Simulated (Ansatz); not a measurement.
**ReBi (zincblende type): how the settings move a single-point run**

Aim: see which settings change the result for ReBi (zincblende type), by how much, and at what cost.

Computed with Ansatz 0.2.0 (reference: DFT, PBE, all-electron LAPW, scalar-relativistic, unless a step's input says otherwise).

### 1 The starting structure

The structure is cubic, space group F-43m (No. 216). The conventional cell has a = 6.226 Å, b = 6.226 Å, c = 6.226 Å, α = 90.00°, β = 90.00°, γ = 90.00°. Re (site symmetry -43m) has 4 Bi at 2.70 Å in its first shell of neighbours. Bi (site symmetry -43m) is surrounded by 4 Re at 2.70 Å.

Coordinates:

```cif
data_structure
_symmetry_space_group_name_H-M 'P 1'
_symmetry_Int_Tables_number 1
_cell_length_a 4.4021
_cell_length_b 4.4021
_cell_length_c 4.4021
_cell_angle_alpha 60.000
_cell_angle_beta 60.000
_cell_angle_gamma 60.000
_cell_volume 60.32
loop_
_atom_site_label
_atom_site_type_symbol
_atom_site_fract_x
_atom_site_fract_y
_atom_site_fract_z
_atom_site_occupancy
Re1 Re 0.00000 0.00000 0.00000 1
Bi1 Bi 0.25000 0.25000 0.25000 1
```

### 2 Baseline

input.yaml

```yaml
crystal:
  lattice:
    - [0.0, 3.1127689995, 3.1127689995]
    - [3.1127689995, 0.0, 3.1127689995]
    - [3.1127689995, 3.1127689995, 0.0]
  atoms:
    - { symbol: Re, position: [0.0, 0.0, 0.0] }
    - { symbol: Bi, position: [0.25, 0.25, 0.25] }
kpoints:
  mp_grid: { grid: [11, 11, 11] }
  band_path:
    path:
      - [0.0, 0.0, 0.0]
      - [-0.5, -0.5, 0.0]
      - [-0.375, -0.375, 0.25]
      - [-0.375, 0.0, 0.375]
      - [0.0, 0.0, 0.0]
      - [0.0, 0.0, 0.5]
      - [-0.5, -0.25, 0.25]
      - [-0.5, -0.5, 0.0]
    npoints: 14
scf:
  occupations: { method: fermi_dirac, width: 0.1 }
hamiltonian:
  xc: pbe
  pseudopotentials: { kind: all_electron, lapw: { basis_error: 0.001 } }
output:
  forces: true
  stress: true
  eigenvalues: true
  populations: true
  dos: { projected: true, de: 0.2, e_range: [-14, 8] }
```

Started as:

```bash
$ ansatz run input.yaml --threads 1 --pin off --max-ram 2048MiB --backend cpu --events-out ev --progress --plain --runs-dir out
```

### 3 Changed: dispersion d4

input.yaml: that of step 2 with these lines changed.

```diff
@@ -26,2 +26,3 @@
   pseudopotentials: { kind: all_electron, lapw: { basis_error: 0.001 } }
+  dispersion: d4
 output:
@@ -31,2 +32 @@
   populations: true
-  dos: { projected: true, de: 0.2, e_range: [-14, 8] }
```

What does the calculation give? Wanted: for each run, ending; energy change; pressure; gap; force.

**Answer**, as computed:

| run | ending | energy change | pressure (GPa) | gap (eV) | force (eV/Å) | cycles | time |
| --- | --- | --- | --- | --- | --- | --- | --- |
| reference | converged | 0 | 0.0 | 0.00 | 0.00 | 8 | 55 s |
| 1: dispersion d4 | converged | -581.7 meV/atom (offset of the dispersion model) | -3.1 | 0.00 | 0.00 | 8 | 56 s |

Times don't compare one to one where runs were asked for different outputs or read a saved state (see the inputs); cycles may leave out searches for a lower state.

Residual by cycle in the longest SCF loop of each run; runs are numbered as in the table. The quantity is the density residual dr2, in eV.

| cycle | reference | run 1 |
| --- | --- | --- |
| 1 | 1.02 | 1.02 |
| 2 | 0.0414 | 0.0414 |
| 3 | 0.00355 | 0.00355 |
| 4 | 9.0e-4 | 9.0e-4 |
| 5 | 8.1e-5 | 8.1e-5 |
| 6 | 1.2e-5 | 1.2e-5 |
| 7 | 1.3e-6 | 1.3e-6 |
| 8 | 6.2e-8 | 6.2e-8 |

What this shows: The energy moves by -581.7 meV/atom, nearly all of it the dispersion term itself (-581.7 meV/atom); that offset belongs to the model and is no gain or loss of stability; the pressure goes from 0.0 to -3.1 GPa.
